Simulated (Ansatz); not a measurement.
# Cs2Rh3: the cost of one run

Method: DFT PBE, scalar-relativistic, plane waves, PAW, in Ansatz 0.2.0.

### Step 1. Starting point

It takes space group Pm-3m (No. 221, cubic). Conventional cell: a = 5.640 Å, b = 5.640 Å, c = 5.640 Å, α = 90.00°, β = 90.00°, γ = 90.00°. Cs (site symmetry m-3m) has 12 Rh at 3.99 Å in its first shell of neighbours. Cs (site symmetry m-3m) has 6 Rh at 2.82 Å in its first shell of neighbours. Rh (site symmetry 4/mmm) has 2 Cs at 2.82 Å in its first shell of neighbours.

As a file:

```cif
data_structure
_symmetry_space_group_name_H-M 'Pm-3m'
_symmetry_Int_Tables_number 221
_cell_length_a 5.6401
_cell_length_b 5.6401
_cell_length_c 5.6401
_cell_angle_alpha 90.000
_cell_angle_beta 90.000
_cell_angle_gamma 90.000
_cell_volume 179.41
loop_
_atom_site_label
_atom_site_type_symbol
_atom_site_symmetry_multiplicity
_atom_site_Wyckoff_symbol
_atom_site_fract_x
_atom_site_fract_y
_atom_site_fract_z
_atom_site_occupancy
Cs1 Cs 1 b 0.50000 0.50000 0.50000 1
Cs2 Cs 1 a 0.00000 0.00000 0.00000 1
Rh1 Rh 3 d 0.50000 0.00000 0.00000 1
```

A structure generator made this guess: random cell by space group and Wyckoff sites (Pm-3m, No. 221). The dimensions are guesses.

### Step 2. A first look at the guess

Input file input.yaml:

```yaml
crystal:
  lattice:
    - [5.64009232, 0.0, 0.0]
    - [0.0, 5.64009232, 0.0]
    - [0.0, 0.0, 5.64009232]
  atoms:
    - { symbol: Cs, position: [0.5, 0.5, 0.5] }
    - { symbol: Cs, position: [0.0, 0.0, 0.0] }
    - { symbol: Rh, position: [0.5, 0.0, 0.0] }
    - { symbol: Rh, position: [0.0, 0.5, 0.0] }
    - { symbol: Rh, position: [0.0, 0.0, 0.5] }
basis:
  ecutwfc: 420
kpoints:
  mp_grid: { grid: [4, 4, 4] }
hamiltonian:
  xc: pbe
scf:
  occupations: { method: gaussian, width: 0.1 }
  lower_state_search: "off"
output:
  forces: true
  stress: true
  eigenvalues: true
```

The run is started by

```
$ ansatz run input.yaml --threads 1 --pin off --max-ram 2560MiB --backend cpu --events-out ev --progress --plain --runs-dir out
```

What time and memory should one allow on 1 thread of Intel Xeon Platinum 8488C (Sapphire Rapids), shared host?

About 3.4 s, with a peak of 0.46 GiB.
